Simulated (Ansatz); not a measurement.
# Al3Ga: the cost of one run

Computed with Ansatz 0.2.0 (DFT r2SCAN, scalar-relativistic, plane waves, PAW).

1 further run of the same task is left out (set aside as unsound or not needed).

## Step 1: Starting point

Symmetry: Cmmm, No. 65, orthorhombic system. Conventional cell: a = 5.738 Å, b = 8.210 Å, c = 2.869 Å, α = 90.00°, β = 90.00°, γ = 90.00°. Around Al (site symmetry 2/m) lie 8 Al at 2.87 to 2.89 Å and 4 Ga at 2.89 Å. Al (site symmetry mmm) is surrounded by 10 Al at 2.87 to 2.89 Å and 2 Ga at 2.87 Å. Around Ga (site symmetry mmm) lie 2 Ga at 2.87 Å and 10 Al at 2.87 to 2.89 Å.

Structure file:

```cif
data_structure
_symmetry_space_group_name_H-M 'Cmmm'
_symmetry_Int_Tables_number 65
_cell_length_a 5.7381
_cell_length_b 8.2096
_cell_length_c 2.8689
_cell_angle_alpha 90.000
_cell_angle_beta 90.000
_cell_angle_gamma 90.000
_cell_volume 135.15
loop_
_atom_site_label
_atom_site_type_symbol
_atom_site_symmetry_multiplicity
_atom_site_Wyckoff_symbol
_atom_site_fract_x
_atom_site_fract_y
_atom_site_fract_z
_atom_site_occupancy
Al1 Al 4 f 0.25000 0.25000 0.50000 1
Al2 Al 2 b 0.50000 0.00000 0.00000 1
Ga1 Ga 2 a 0.50000 0.50000 0.00000 1
```

The cell was relaxed beforehand at this level, from a generated guess; it is a trial structure. At a tolerance of 0.05 Å it has space group Cmmm (No. 65); it has 16.89 Å³/atom, an uncorrected energy of +0.03 eV/atom over the elements and, on its mesh, gap none (metal).

## Step 2: The same geometry with r2SCAN

input.yaml

```yaml
crystal:
  lattice:
    - [2.8680024449, -0.0709948952, 0.0109777834]
    - [0.1228402455, 5.0008183305, 0.2323344584]
    - [0.0178313512, 1.5008387548, 4.7782077207]
  atoms:
    - { symbol: Al, position: [0.5, 0.0, 0.0] }
    - { symbol: Al, position: [0.0, 0.0, 0.5] }
    - { symbol: Al, position: [0.5, 0.5, 0.5] }
    - { symbol: Ga, position: [0.0, 0.5, 0.0] }
basis:
  ecutwfc: 500
kpoints:
  mp_grid: { grid: [16, 10, 10] }
  band_path:
    path:
      - [[0.0, 0.0, 0.0], [-6.287e-05, -0.37213419, 0.37213419]]
      - [[-2.16e-05, 0.37208337, 0.62791663], [0.0, 0.49994917, 0.50005083], [0.0, 0.0, 0.0], [-0.49999999, 0.49994917, 0.50005083], [-0.5000216, 0.37203688, 0.62796312]]
      - [[-0.50006285, -0.3720877, 0.3720877], [-0.49999999, 0.0, 0.0], [0.0, 0.0, 0.0]]
      - [[-0.50004223, -2.541e-05, 0.50002541], [0.0, 0.0, 0.0], [-4.223e-05, -2.541e-05, 0.50002541]]
    npoints: 14
hamiltonian:
  xc: r2scan
scf:
  occupations: { method: gaussian, width: 0.1 }
  n_extra_bands: 10
output:
  forces: true
  stress: true
  eigenvalues: true
  populations: true
  dos: { projected: true, de: 0.02, nscf_kmesh: { grid: [20, 12, 12] } }
  bader: true
```

On the command line:

```
$ ansatz run input.yaml --threads 1 --pin off --max-ram 2560MiB --backend cpu --events-out ev --progress --plain --runs-dir out
```

**Question.** How long does this run take on 1 thread of Intel Xeon 6975P-C (Granite Rapids), shared host, and how much memory does it need?

About 2.9 min, with a peak of 2 GiB.
